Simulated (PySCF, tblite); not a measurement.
**C5H10F2SeSi: geometry, infrared bands and NMR shifts**

Wanted: the infrared bands and NMR shifts of C5H10F2SeSi (`FCC1(CF)CC[Se][SiH2]1`), by calculation.

The runs use tblite 0.8.0 and PySCF 2.14.0, with density-fitted response routines of our own; the level of theory stands in each step. All values are computed, except where a source is named. Atoms are numbered from 0 throughout.

**1. Starting geometry**

19 atoms, charge 0, multiplicity 1; geometry from: force field or distance geometry start.

Bonds of the start (Å): F0–C1 1.35, C1–C2 1.54, C2–C3 1.50, C3–F4 1.36, C2–C5 1.49, C5–C6 1.50, C6–Se7 1.98, Se7–Si8 2.29, Si8–C2 1.87, C1–H9 1.12, C1–H10 1.12, C3–H11 1.13, C3–H12 1.13, C5–H13 1.13, C5–H14 1.11, C6–H15 1.08, C6–H16 1.12, Si8–H17 1.47, Si8–H18 1.47.

**2. Geometry optimisation with GFN2-xTB**

The job: settings as JSON, then the geometry in Å.

```
{"job": {"kind": "relax", "xc": "GFN2-xTB", "basis": "xTB"}, "charge": 0, "multiplicity": 1}
F     -2.678100     0.414900     0.329900
C     -1.636500    -0.350900     0.709400
C     -0.338500     0.028300    -0.033100
C     -0.660100    -0.178900    -1.485900
F      0.395300     0.122500    -2.293400
C      0.705500    -0.871700     0.535400
C      2.071800    -0.516100     0.027400
Se     2.320800     1.298500     0.780900
Si     0.120800     1.798100     0.365900
H     -1.469000    -0.358200     1.820100
H     -1.893000    -1.401800     0.433600
H     -1.022600    -1.236400    -1.679600
H     -1.552000     0.457800    -1.742000
H      0.732900    -0.661900     1.648100
H      0.445300    -1.938900     0.380600
H      2.174900    -0.410600    -1.038500
H      2.860600    -1.178300     0.462000
H     -0.580500     2.293800     1.554500
H     -0.007500     2.698900    -0.782900
```

Started as:

```
$ OMP_NUM_THREADS=1 python probes_run.py task.json out
```

One launch serves the whole session: the jobs run in the order shown.

**Question.** This job is followed by: GFN2-xTB harmonic vibrations, gas phase; GIAO PBE0/pcSseg-1 NMR shielding, non-relativistic, gas phase. Predict these results of the whole session: strongest single infrared mode (GFN2-xTB); zero-point energy (GFN2-xTB); ¹³C shifts against TMS (PBE0/pcSseg-1, means over atoms taken as alike); ¹H shifts against TMS (PBE0/pcSseg-1, means over atoms taken as alike); ¹⁹F shifts against CFCl3 (PBE0/pcSseg-1, means over atoms taken as alike); ⁷⁷Se shifts against Me2Se (PBE0/pcSseg-1); ²⁹Si shifts against TMS (PBE0/pcSseg-1); surface potential, 1st and 99th percentile.

The runs gave:

```
                                                                 quantity                             value
                                strongest single infrared mode (GFN2-xTB)              667 cm⁻¹, 398 km/mol
                                             zero-point energy (GFN2-xTB)                     87.6 kcal/mol
  ¹³C shifts against TMS (PBE0/pcSseg-1, means over atoms taken as alike)        90.3, 47.7, 43.6, 38.7 ppm
   ¹H shifts against TMS (PBE0/pcSseg-1, means over atoms taken as alike)  5.03, 4.90, 4.69, 3.17, 1.61 ppm
¹⁹F shifts against CFCl3 (PBE0/pcSseg-1, means over atoms taken as alike)                        -243.5 ppm
                                ⁷⁷Se shifts against Me2Se (PBE0/pcSseg-1)                          -230 ppm
                                  ²⁹Si shifts against TMS (PBE0/pcSseg-1)                          -7.2 ppm
                                    surface potential, 1st and 99th percentile                -0.96 V and 1.23 V
```

**Reading.** The optimisation took 64 steps and gained 0.492 eV; among the close pairs (by a distance rule), C2–Si8 changed most, from 1.871 to 1.932 Å. All 51 modes are real, so the xTB geometry is a minimum. The strongest single mode, at 667 cm⁻¹, moves mainly H17 and H18. GFN2-xTB is a fitted tight-binding method: band positions and strengths are rough. Its intensities can rank the bands wrongly. At PBE0/pcSseg-1: The widest tensor belongs to Se7: span 1043 ppm, with a paramagnetic part of -1012 ppm. Spin-orbit coupling is left out, which matters for shieldings and couplings at and beside the heavy atoms.
